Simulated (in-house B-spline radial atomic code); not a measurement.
# V¹¹⁺: excited configurations

Wanted: excitation energies of V¹¹⁺ as differences of total energies (ΔSCF).

The numbers are computed with in-house B-spline radial atomic code version 1 (Dirac-Hartree-Fock, average of configuration, Fermi nucleus, basis-set limit), except any that are marked as measured or tabulated.

## (1) The atom as given

| Item | Value |
| --- | --- |
| element | vanadium (Z = 23) |
| charge | +11 |
| electrons | 12 |
| configuration | [Ne] 3s2 |
| Hamiltonian | Dirac-Coulomb |
| nucleus | Fermi, rms radius 3.600 fm |

Outer shells as boxes (Hund's rule):

[Ne] 3s2
```
[Ne] core
3s [↑↓]
```

Settings, as recorded:

```ini
Z = 23
electrons = 12.0
configuration = [Ne] 3s2
hamiltonian = dirac
method = hf
spin_polarised = False
nucleus = fermi
rms_radius = 3.6002
mass_number = 51
atomic_mass = 50.943957664
speed_of_light = 137.035999084
```

This reference run was done before. Its total energy is -900.798833 hartree, and its levels are (the highest eight at most):

```tsv
orbital	occupation	energy (eV)	<r> (bohr)
1s1/2	2	-5815.98	0.06634
2s1/2	2	-935.12	0.3022
2p1/2	2	-829.25	0.2681
2p3/2	4	-821.85	0.2707
3s1/2	2	-305.80	0.8150
```

## (2) Run with [He] 2s1 2p6 3s2 6f1

Settings, as recorded:

```ini
Z = 23
electrons = 12.0
configuration = [He] 2s1 2p6 3s2 6f1
hamiltonian = dirac
method = hf
spin_polarised = False
nucleus = fermi
rms_radius = 3.6002
mass_number = 51
atomic_mass = 50.943957664
speed_of_light = 137.035999084
```

## (3) Run with [He] 2s2 2p5 3s2 3p1

Changes to the settings of step 2:

```diff
@@ -2,3 +2,3 @@
 electrons = 12.0
-configuration = [He] 2s1 2p6 3s2 6f1
+configuration = [He] 2s2 2p5 3s2 3p1
 hamiltonian = dirac
```

## (4) Configuration [He] 2s1 2p6 3s2 4s1

Changes to the settings of step 3:

```diff
@@ -2,3 +2,3 @@
 electrons = 12.0
-configuration = [He] 2s2 2p5 3s2 3p1
+configuration = [He] 2s1 2p6 3s2 4s1
 hamiltonian = dirac
```

## (5) Run with [He] 2s1 2p6 3s2 7f1

Changes to the settings of step 4:

```diff
@@ -2,3 +2,3 @@
 electrons = 12.0
-configuration = [He] 2s1 2p6 3s2 4s1
+configuration = [He] 2s1 2p6 3s2 7f1
 hamiltonian = dirac
```

## (6) [He] 2s1 2p6 3s2 4f1

Changes to the settings of step 5:

```diff
@@ -2,3 +2,3 @@
 electrons = 12.0
-configuration = [He] 2s1 2p6 3s2 7f1
+configuration = [He] 2s1 2p6 3s2 4f1
 hamiltonian = dirac
```

Before running: How far above the reference does each configuration lie (order and size, in eV)?

**Answer**, as computed:

| net move | configuration | energy above the reference (eV) | with Breit, QED, recoil (eV) | largest <r> (bohr) |
| --- | --- | --- | --- | --- |
| 2p → 3p | [He] 2s2 2p5 3s2 3p1 | 528.60 | 528.24 | 0.796 |
| 2s → 4s | [He] 2s1 2p6 3s2 4s1 | 772.51 | 771.95 | 1.55 |
| 2s → 4f | [He] 2s1 2p6 3s2 4f1 | 806.94 | 806.34 | 1.45 |
| 2s → 6f | [He] 2s1 2p6 3s2 6f1 | 876.53 | 875.93 | 3.93 |
| 2s → 7f | [He] 2s1 2p6 3s2 7f1 | 891.27 | 890.67 | 5.54 |

Quantum defects of the promoted electron, δ = n − ζ/√(−2ε) with ζ = 12 and ε its orbital energy in hartree:

| promotion | δ |
| --- | --- |
| 2s → 4s | 0.564 |
| 2s → 4f | 0.039 |
| 2s → 6f | 0.046 |
| 2s → 7f | 0.047 |

What this shows: At the bottom stands 2p → 3p (528.60 eV), at the top 2s → 7f (891.27 eV). 5 of them lie more than 2 % above the ionisation threshold that Koopmans' theorem gives (305.80 eV), where such states can decay by emitting an electron. Of those tabulated, the defect is largest for 4s (0.56) and least for 4f (0.04): low angular momentum penetrates the core, high angular momentum stays outside it. Two partly filled shells share a symmetry and can mix in the average, which may lower the energy, for: 2p → 3p; 2s → 4s. These are averages over configurations, without correlation, not spectroscopic levels.
